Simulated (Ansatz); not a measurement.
# CH8FNSi: the cost of one run

All numbers below are computed with Ansatz 0.2.0 (RKS PBE0-D4/6-31G*).

### 1 The structure to begin with

Bond lengths: C1–N2 1.452 Å, C1–H3 1.100 Å, C1–H4 1.090 Å, C1–H5 1.090 Å, N2–H6 1.015 Å, N2–H7 1.015 Å, Si8–F9 1.607 Å, Si8–H10 1.453 Å, Si8–H11 1.454 Å, Si8–H12 1.455 Å. Angles (14 of 15 angles, heavy atoms first): C1–N2–H6 110.1°, C1–N2–H7 109.7°, N2–C1–H3 114.3°, N2–C1–H4 108.7°, N2–C1–H5 108.4°, F9–Si8–H10 105.3°, F9–Si8–H11 105.0°, F9–Si8–H12 104.8°, H6–N2–H7 107.3°, H3–C1–H4 108.5°, H3–C1–H5 108.3°, H4–C1–H5 108.5°, H10–Si8–H11 114.1°, H10–Si8–H12 113.2°.

As a file:

```xyz
12

C     0.5315   -0.2072   -1.7966
N    -0.7620    0.4341   -1.6381
H     1.0414   -0.4373   -0.8495
H     1.1755    0.4449   -2.3872
H     0.3895   -1.1390   -2.3434
H    -0.6600    1.3041   -1.1254
H    -1.3765   -0.1644   -1.0963
Si   -0.0207    0.0101    2.3069
F    -0.8146   -1.0023    1.3442
H     1.1406   -0.7317    2.7689
H    -0.9656    0.3481    3.3591
H     0.3209    1.1406    1.4574
```

### 2 Relaxing the start

The input, input.yaml:

```yaml
crystal:
  periodic: [false, false, false]
  atoms:
    - { symbol: C, position_ang: [0.5315, -0.2072, -1.7966] }
    - { symbol: "N", position_ang: [-0.762, 0.4341, -1.6381] }
    - { symbol: H, position_ang: [1.0414, -0.4373, -0.8495] }
    - { symbol: H, position_ang: [1.1755, 0.4449, -2.3872] }
    - { symbol: H, position_ang: [0.3895, -1.139, -2.3434] }
    - { symbol: H, position_ang: [-0.66, 1.3041, -1.1254] }
    - { symbol: H, position_ang: [-1.3765, -0.1644, -1.0963] }
    - { symbol: Si, position_ang: [-0.0207, 0.0101, 2.3069] }
    - { symbol: F, position_ang: [-0.8146, -1.0023, 1.3442] }
    - { symbol: H, position_ang: [1.1406, -0.7317, 2.7689] }
    - { symbol: H, position_ang: [-0.9656, 0.3481, 3.3591] }
    - { symbol: H, position_ang: [0.3209, 1.1406, 1.4574] }
basis:
  gaussian: { orbitals: "6-31G*" }
hamiltonian:
  xc: pbe0
  dispersion: d4
relax:
  f_tol: 0.02
  max_steps: 40
```

On the command line:

```
ansatz run input.yaml --threads 1 --pin off --max-ram 2048MiB --backend cpu --events-out ev --progress --plain --runs-dir out
```

Q: Estimate wall time and peak memory on 1 thread of an x86-64 CPU, shared host.

About 3.6 min, with a peak of 0.17 GiB.
